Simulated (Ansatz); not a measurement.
# LaRhSi3: the cost of one run

All numbers below are computed with Ansatz 0.2.0 (DFT PBEsol, scalar-relativistic, plane waves, PAW).

1 further run of the same task is left out (set aside as unsound or not needed). Runs told in other sessions of the task aren't counted.

### 1 The system as given

The cell holds 26 atoms (HLa5Rh5Si15): a = 8.299 Å, b = 8.299 Å, c = 8.299 Å, α = 107.75°, β = 110.34°, γ = 110.34°.

The coordinates of this cell stand in the input of its own run.

The host was relaxed before at PBEsol: a = 4.240 Å, b = 4.240 Å, c = 9.786 Å, α = 90.00°, β = 90.00°, γ = 90.00° (conventional cell), 17.591 Å³/atom.

Places, in fractions of the supercell: H as an interstitial at (0.708, 0.750, 0.875). Its neighbours start displaced at random, with a spread of 0.05 Å in each coordinate.

### 2 The perfect crystal in the supercell of 25 atoms

input.yaml reads:

```yaml
crystal:
  lattice:
    - [-6.3594752482, -2.1198250827, 4.8931473492]
    - [-2.1198250827, 6.3594752482, -4.8931473492]
    - [2.1198250827, -6.3594752482, -4.8931473492]
  atoms:
    - { symbol: La, position: [0.4, 0.5998409066, 0.7998409066] }
    - { symbol: La, position: [0.0, 0.9998409066, 0.9998409066] }
    - { symbol: La, position: [0.2, 0.7998409066, 0.3998409066] }
    - { symbol: La, position: [0.8, 0.1998409066, 0.5998409066] }
    - { symbol: La, position: [0.6, 0.3998409066, 0.1998409066] }
    - { symbol: Rh, position: [0.4, 0.9461217104, 0.1461217104] }
    - { symbol: Rh, position: [1.0, 0.3461217104, 0.3461217104] }
    - { symbol: Rh, position: [0.2, 0.1461217104, 0.7461217104] }
    - { symbol: Rh, position: [0.8, 0.5461217104, 0.9461217104] }
    - { symbol: Rh, position: [0.6, 0.7461217104, 0.5461217104] }
    - { symbol: Si, position: [0.4, 0.1882657109, 0.3882657109] }
    - { symbol: Si, position: [0.0, 0.5882657109, 0.5882657109] }
    - { symbol: Si, position: [0.2, 0.3882657109, 0.9882657109] }
    - { symbol: Si, position: [0.8, 0.7882657109, 0.1882657109] }
    - { symbol: Si, position: [0.6, 0.9882657109, 0.7882657109] }
    - { symbol: Si, position: [0.5, 0.737886341, 0.237886341] }
    - { symbol: Si, position: [0.1, 0.137886341, 0.437886341] }
    - { symbol: Si, position: [0.3, 0.937886341, 0.837886341] }
    - { symbol: Si, position: [0.9, 0.337886341, 0.037886341] }
    - { symbol: Si, position: [0.7, 0.537886341, 0.637886341] }
    - { symbol: Si, position: [0.7, 0.037886341, 0.137886341] }
    - { symbol: Si, position: [0.3, 0.437886341, 0.337886341] }
    - { symbol: Si, position: [0.5, 0.237886341, 0.737886341] }
    - { symbol: Si, position: [0.1, 0.637886341, 0.937886341] }
    - { symbol: Si, position: [0.9, 0.837886341, 0.537886341] }
basis:
  ecutwfc: 420
  xc_grid: 2
kpoints:
  mp_grid: { grid: [3, 3, 3], shift: [0.0, 0.0, 0.0] }
hamiltonian:
  xc: pbesol
scf:
  occupations: { method: gaussian, width: 0.05 }
output:
  forces: true
  stress: true
  eigenvalues: true
```

Run with:

```console
$ ansatz run input.yaml --threads 8 --pin off --max-ram 14336MiB --backend cpu --events-out ev --progress --plain --runs-dir out
```

What time and memory should one allow on 8 threads of AMD EPYC 7B13 (Zen 3), shared host?

About 4.8 s, with a peak of 1.9 GiB.
